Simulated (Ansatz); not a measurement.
# Bi2Se3: the cost of one run

Method: DFT LDA, scalar-relativistic, plane waves, PAW, in Ansatz 0.2.0.

### Step 1. The starting structure

It takes space group R-3m (No. 166, trigonal). The conventional cell has a = 4.191 Å, b = 4.191 Å, c = 29.929 Å, α = 90.00°, β = 90.00°, γ = 120.00°. Bi (site symmetry 3m) has 6 Se at 2.89 to 3.11 Å as nearest neighbours. Se (site symmetry -3m) is surrounded by 6 Bi at 3.11 Å. Around Se (site symmetry 3m) lie 3 Bi at 2.89 Å.

As a file:

```
CELL_PARAMETERS angstrom
2.09568 1.20994 9.97623
-2.09568 1.20994 9.97623
0.00000 -2.41989 9.97623
ATOMIC_POSITIONS crystal
Bi 0.39843 0.39843 0.39843
Bi 0.60157 0.60157 0.60157
Se 0.00000 0.00000 0.00000
Se 0.21571 0.21571 0.21571
Se 0.78429 0.78429 0.78429
```

The structure comes from the Materials Project (structure only).

(A quick probe on a coarse mesh, which set the mesh and smearing, is not shown.)

### Step 3. Relaxing cell and atoms

input.yaml

```yaml
crystal:
  lattice:
    - [2.09568326, 1.2099433, 9.97622907]
    - [-2.09568326, 1.2099433, 9.97622907]
    - [0.0, -2.41988659, 9.97622907]
  atoms:
    - { symbol: Bi, position: [0.398435, 0.398435, 0.398435] }
    - { symbol: Bi, position: [0.601565, 0.601565, 0.601565] }
    - { symbol: Se, position: [1.0, 0.0, 0.0] }
    - { symbol: Se, position: [0.215715, 0.215715, 0.215715] }
    - { symbol: Se, position: [0.784285, 0.784285, 0.784285] }
basis:
  ecutwfc: 420
kpoints:
  mp_grid: { grid: [12, 12, 12] }
hamiltonian:
  xc: lda
scf:
  occupations: { method: gaussian, width: 0.02 }
output:
  forces: true
  stress: true
  eigenvalues: true
  write_density: true
  write_potential: true
  elf: true
  volumetric_format: npy
relax:
  adjacent_minimum: "off"
  f_tol: 0.005
  max_steps: 80
  cell: { stress_tol: 0.05 }
```

The run is started by

```bash
$ ansatz run input.yaml --threads 8 --pin off --max-ram 20480MiB --backend cpu --events-out ev --progress --plain --runs-dir out
```

**Question.** How long does this run take on 8 threads of Intel Xeon 6975P-C (Granite Rapids), shared host, and how much memory does it need?

About 45 s, with a peak of 1.4 GiB.
